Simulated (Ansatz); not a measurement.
# In3Se: the cost of one run

Method: DFT PBEsol, scalar-relativistic, plane waves, PAW, in Ansatz 0.2.0.

## (1) The starting structure

It takes space group Pm-3m (No. 221, cubic). Conventional cell: a = 4.804 Å, b = 4.804 Å, c = 4.804 Å, α = 90.00°, β = 90.00°, γ = 90.00°. In (site symmetry 4/mmm) has 8 In at 3.40 Å and 4 Se at 3.40 Å as nearest neighbours. Se (site symmetry m-3m) has 12 In at 3.40 Å as nearest neighbours.

Structure file:

```
CELL_PARAMETERS angstrom
4.80376 0.00000 0.00000
0.00000 4.80376 0.00000
0.00000 0.00000 4.80376
ATOMIC_POSITIONS crystal
In 0.00000 0.50000 0.50000
In 0.50000 0.00000 0.50000
In 0.50000 0.50000 0.00000
Se 0.00000 0.00000 0.00000
```

Source of the structure: the Materials Project (structure only).

(A quick probe on a coarse mesh, which set the mesh and smearing, is not shown.)

## (3) The relaxation

Input file input.yaml:

```yaml
crystal:
  lattice:
    - [4.803758, 0.0, 0.0]
    - [0.0, 4.803758, 0.0]
    - [0.0, 0.0, 4.803758]
  atoms:
    - { symbol: In, position: [0.0, 0.5, 0.5] }
    - { symbol: In, position: [0.5, 0.0, 0.5] }
    - { symbol: In, position: [0.5, 0.5, 0.0] }
    - { symbol: Se, position: [0.0, 0.0, 0.0] }
basis:
  ecutwfc: 420
kpoints:
  mp_grid: { grid: [10, 10, 10] }
hamiltonian:
  xc: pbesol
scf:
  occupations: { method: gaussian, width: 0.1 }
output:
  forces: true
  stress: true
  eigenvalues: true
  write_density: true
  write_potential: true
  elf: true
  volumetric_format: npy
relax:
  adjacent_minimum: "off"
  f_tol: 0.005
  max_steps: 80
  cell: { stress_tol: 0.05 }
```

On the command line:

```console
> ansatz run input.yaml --threads 2 --pin off --max-ram 5120MiB --backend cpu --events-out ev --progress --plain --runs-dir out
```

Q: Estimate wall time and peak memory on 2 threads of Intel Xeon Platinum 8488C (Sapphire Rapids), shared host.

About 29 s, with a peak of 0.58 GiB.
